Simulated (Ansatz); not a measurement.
# SiGeH3+ (triplet): from Hartree-Fock to the top rungs, cc-pVDZ

Aim: climb from Hartree-Fock through coupled cluster and multireference methods for SiGeH3+ (triplet) at one geometry and basis, and see what each rung misses.

Method: cc-pVDZ, correlated electrons: outside noble gas; program: Ansatz 0.2.0, Gaussian basis.

To be run: UHF; CCSD(T) on ROHF; CCSD(T) on UHF; BCCD(T) on ROHF; CISD; CCSDT(Q) on ROHF; CCSDT(Q) on UHF; CASSCF and NEVPT2, 10 electrons in 11 orbitals.

### 1 The geometry

The geometry is a PBE0/def2-TZVP stationary point (not a proven minimum) of the parent state, kept for this charge and spin. No spin-orbit coupling is included. The filled d shell of Ge may be among the frozen orbitals whatever the setting's name suggests; the logs give the count.

5 atoms, charge 1, spin multiplicity 3.

Atoms are counted from 1 here; the program's logs count them from 0.

Bond lengths: Si1–Ge2 2.352 Å, Si1–H3 1.492 Å, Si1–H4 1.492 Å, Ge2–H5 1.595 Å. Angles: Ge2–Si1–H3 129.6°, Ge2–Si1–H4 123.5°, H3–Si1–H4 106.9°, Si1–Ge2–H5 86.6°.

In the tables R marks a restricted open-shell determinant and U an unrestricted one; 'valence' is the active space of 10 electrons in 11 orbitals; correlation energies count from the lowest restricted Hartree-Fock solution.

### 2 UHF

in.yaml reads:

```yaml
crystal:
  periodic: [false, false, false]
  atoms:
    - {symbol: Si, position_ang: [0.000000, 0.018056, 1.651607]}
    - {symbol: Ge, position_ang: [0.000000, -0.028376, -0.700224]}
    - {symbol: H, position_ang: [0.000000, 1.185718, 2.580640]}
    - {symbol: H, position_ang: [0.000000, -1.209392, 2.499223]}
    - {symbol: H, position_ang: [0.000000, 1.565561, -0.637062]}
basis:
  gaussian: {orbitals: cc-pVDZ}
total_charge: 1
magnetization: {spin_polarized: true, initial_magnetization: 2}
hamiltonian: {xc: hf}
output: {orbitals: {seedname: orbitals}}
```

Launch:

```sh
$ ansatz run in.yaml --threads 1 --pin off --events-out ev --progress --plain --max-ram 2393MiB
```

The runs that follow: CCSD(T) on ROHF; CCSD(T) on UHF; BCCD(T) on ROHF; CISD; CCSDT(Q) on ROHF; CCSDT(Q) on UHF; CASSCF and NEVPT2, 10 electrons in 11 orbitals.

Q: Predict the results of all the runs planned. Wanted: correlation energy, UCCSDT(Q); RMP2 from UCCSDT(Q); UMP2 from UCCSDT(Q); RCCSD from UCCSDT(Q); RCCSD(T) from UCCSDT(Q); UCCSD(T) from UCCSDT(Q); RCCSDT(Q) from UCCSDT(Q); NEVPT2 valence from UCCSDT(Q); T1 diagnostic.

The runs gave:

```
                                      quantity                      value
                 correlation energy, UCCSDT(Q)                 -5.2026 eV
                           RMP2 from UCCSDT(Q)                +1269.1 meV
                           UMP2 from UCCSDT(Q)                +1259.8 meV
                          RCCSD from UCCSDT(Q)                 +223.0 meV
                       RCCSD(T) from UCCSDT(Q)                  +61.3 meV
                       UCCSD(T) from UCCSDT(Q)                  +53.2 meV
                      RCCSDT(Q) from UCCSDT(Q)                   +8.0 meV
                 NEVPT2 valence from UCCSDT(Q)                 +877.4 meV
levels of the table within 1 kcal/mol (43 meV)  RCCSDT, UCCSDT, RCCSDT(Q)
                                 T1 diagnostic                      0.033
                effectively unpaired electrons                       2.04
```

**Reading.** RCCSD(T) lands +61.3 meV from the yardstick (1.2 % of the correlation energy). One determinant dominates. These misses are within one basis, not against nature; the frozen cores of restricted and unrestricted runs differ, which can shift their rows.
